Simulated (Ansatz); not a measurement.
**SnTe (SMILES [Sn][Te]): levels of theory compared**

Wanted: a comparison of 6 runs (PBE0/STO-3G, UB3LYP/STO-3G, UPBE/STO-3G, revPBE/STO-3G, UMP2/STO-3G, BCCD(T)/STO-3G) of SnTe. 

The results are computed with Ansatz 0.2.0.

45 further runs of the same task are left out: 16 that didn't finish, 29 set aside as unsound or not needed.

**1. The system as given**

The species is SnTe (2 atoms), meant as a singlet with charge 0. As SMILES, `[Sn][Te]`. The Te2–Sn1 distance was set to 3.147 Å, away from the relaxed value.

Bond lengths: Sn1–Te2 3.147 Å.

**2. The energy at PBE0/STO-3G (run 1)**

in.yaml

```yaml
basis:
  gaussian: {orbitals: STO-3G}
crystal:
  periodic: [false, false, false]
  atoms:
    - {symbol: Sn, position_ang: [0.000000, 0.000000, -0.620070]}
    - {symbol: Te, position_ang: [-0.000000, -0.000000, 2.527330]}
accuracy: high
hamiltonian: {xc: pbe0}
```

Command:

```
$ ansatz run in.yaml --threads 1 --pin off --max-ram 3480MiB --events-out events.jsonl --progress --plain --runs-dir runs
```

Output:

```text
Warning: RAYON_NUM_THREADS=1 ignored (pool sized by the plan → 1); use --threads N
Functional definition: PBE0
  name "PBE0"
  parameter a = 0.25
  parameter kappa = 0.804
  parameter beta = 0.06672455060314922
  exchange = (1 - a)*pbe_x(kappa = kappa, mu = beta*pi^2/3) + a*exact_x
  correlation = pbe_c(beta = beta)
807 factors; integrals over basis functions are off by at most 1.6e-8 eV
mean field evaluation 1: about -340514.1741 eV, gradient 2.2e1 eV
mean field evaluation 2: about -340433.9997 eV, gradient 6.0e1 eV
mean field evaluation 4: about -340516.0756 eV, gradient 2.2e1 eV
mean field evaluation 8: about -340520.1316 eV, gradient 1.4e1 eV
mean field evaluation 16: about -340521.8022 eV, gradient 1.1e-8 eV
mean field -340521.80222553 eV, -12513.9454178205 hartree, gradient 2.9e-8 eV, S^2 0.000000; 0 other end points of the search recorded, 0 dependent functions left out
reference -340521.80222699 eV, -12513.9454178742 hartree; 51, 51 occupied and 3, 3 virtual orbitals, 807 factors
Total energy: -340521.80222699 eV, -12513.9454178742 hartree
```

It took 2.2 s on 1 thread of AMD EPYC 9R14 (Zen 4), shared host; peak memory 0.19 GiB.

**3. The energy at UB3LYP/STO-3G (run 2)**

run.yaml

```yaml
crystal:
  periodic: [false, false, false]
  atoms:
    - {symbol: Sn, position_ang: [0.000000, 0.000000, -0.620070]}
    - {symbol: Te, position_ang: [-0.000000, -0.000000, 2.527330]}
basis:
  gaussian:
    orbitals: STO-3G
hamiltonian:
  xc: {name: B3LYP}
magnetization:
  spin_polarized: true
  initial_magnetization: 0
accuracy: high
```

Command:

```
$ ansatz run run.yaml --threads 1 --pin off --max-ram 3480MiB --events-out events.jsonl --progress --plain --runs-dir runs
```

Output:

```text
Warning: RAYON_NUM_THREADS=1 ignored (pool sized by the plan → 1); use --threads N
Functional definition: B3LYP
  name "B3LYP"
  parameter a0 = 0.2
  parameter ax = 0.72
  parameter ac = 0.81
  exchange = (1 - a0 - ax)*slater_x + ax*b88_x + a0*exact_x
  correlation = (1 - ac)*vwn_rpa_c + ac*lyp_c
807 factors; integrals over basis functions are off by at most 1.6e-8 eV
mean field evaluation 1: about -340528.9042 eV, gradient 1.6e1 eV
mean field evaluation 2: about -340446.6538 eV, gradient 4.1e1 eV
mean field evaluation 4: about -340530.0645 eV, gradient 1.6e1 eV
mean field evaluation 8: about -340531.1545 eV, gradient 1.5e1 eV
mean field evaluation 16: about -340535.5302 eV, gradient 8.5e0 eV
mean field evaluation 32: about -340535.0744 eV, gradient 7.5e0 eV
mean field -340536.82123978 eV, -12514.4973564142 hartree, gradient 3.7e-8 eV, S^2 0.436763; 5 other end points of the search recorded, 0 dependent functions left out
reference -340536.82126966 eV, -12514.4973575123 hartree; 51, 51 occupied and 3, 3 virtual orbitals, 807 factors
Total energy: -340536.82126966 eV, -12514.4973575123 hartree
```

It took 6.3 s on 1 thread of AMD EPYC 9R14 (Zen 4), shared host; peak memory 0.31 GiB.

**4. The energy at UPBE/STO-3G (run 3)**

input.yaml

```yaml
crystal:
  periodic: [false, false, false]
  atoms:
    - {symbol: Sn, position_ang: [0.000000, 0.000000, -0.620070]}
    - {symbol: Te, position_ang: [-0.000000, -0.000000, 2.527330]}
basis:
  gaussian:
    orbitals: STO-3G
magnetization:
  spin_polarized: true
hamiltonian:
  xc: {name: PBE}
accuracy: high
```

Command:

```
$ ansatz run input.yaml --threads 1 --pin off --max-ram 3480MiB --events-out events.jsonl --progress --plain --runs-dir runs
```

Output, cut to the lines that bear on the results:

```text
Warning: RAYON_NUM_THREADS=1 ignored (pool sized by the plan → 1); use --threads N
Functional definition: PBE
  name "PBE"
[...]
807 factors; integrals over basis functions are off by at most 1.6e-8 eV
[...]
mean field -340503.73245292 eV, -12513.2813659253 hartree, gradient 9.6e-9 eV, S^2 0.216830; 10 other end points of the search recorded, 0 dependent functions left out
reference -340503.73245489 eV, -12513.2813659978 hartree; 51, 51 occupied and 3, 3 virtual orbitals, 807 factors
Total energy: -340503.73245489 eV, -12513.2813659978 hartree
```

Wall time 14 s (1 thread of AMD EPYC 9R14 (Zen 4), shared host); peak memory 0.17 GiB.

Runs 4 to 5 aren't shown in full; the table further down has their settings and results.

**5. The energy at BCCD(T)/STO-3G (run 6)**

run.yaml

```yaml
basis:
  gaussian:
    orbitals: STO-3G
crystal:
  periodic: [false, false, false]
  atoms:
    - {symbol: Sn, position_ang: [0.000000, 0.000000, -0.620070]}
    - {symbol: Te, position_ang: [-0.000000, -0.000000, 2.527330]}
correlation:
  method: bccd_t
  frozen_orbitals: {Sn: 18, Te: 18}
accuracy: high
scf:
  omitted_lower_state_checks: [cluster_reference, increment]
```

Command:

```
$ ansatz run run.yaml --threads 1 --pin off --max-ram 3480MiB --events-out events.jsonl --progress --plain --runs-dir runs
```

Output:

```text
Warning: RAYON_NUM_THREADS=1 ignored (pool sized by the plan → 1); use --threads N
[... 14 lines left out ...]
36 core orbitals not correlated: weight in the atoms' cores, before any rotation towards them, 1.000 or more for the frozen orbitals, at most 0.000 for the correlated occupied ones
[... 28 lines left out ...]
Total energy: -340426.83893966 eV, -12510.4555814334 hartree
Checks for a lower state left out: cluster_reference, increment
```

It took 3 s on 1 thread of AMD EPYC 9R14 (Zen 4), shared host; peak memory 0.17 GiB.

**6. All runs side by side**

| run | level | frozen core orbitals | energy (Eh) | wall time |
| --- | --- | --- | --- | --- |
| 1 | PBE0/STO-3G | – | -12513.945418 | 2.2 s |
| 2 | UB3LYP/STO-3G | – | -12514.497358 | 6.3 s |
| 3 | UPBE/STO-3G | – | -12513.281366 | 14 s |
| 4 | revPBE/STO-3G | – | -12513.814549 | 2.8 s |
| 5 | UMP2/STO-3G | 36 | -12510.420865 | 18 s |
| 6 | BCCD(T)/STO-3G | 36 | -12510.455581 | 3 s |

**7. Outcome**

| quantity | value |
| --- | --- |
| run 6: total energy | -12510.45558 Eh |
| run 6: correlation energy (36 core orbitals frozen) | -107.5 mEh |
| run 6: (T) correction | -29.42 mEh |

Totals of different functionals can't be ranked against each other. In run 6 the log says that unrestricted orbitals would lower the reference, so the values rest on an unstable closed-shell determinant (other closed-shell runs at this shape may share the fault). In runs 1, 2, 3, 4, 5, 6 the basis is minimal, so the values are rough. In runs 1, 2, 3, 4, 5, 6 relativity is left out where basis or elements ask for it. Spin contamination of the reference: run 5 ⟨S²⟩ = 1.02, run 2 ⟨S²⟩ = 0.44, run 3 ⟨S²⟩ = 0.22. Where it is this large, the reference is a mixture of spin states, and values that rest on it are in doubt. All runs together took 47 s, the longest 18 s.
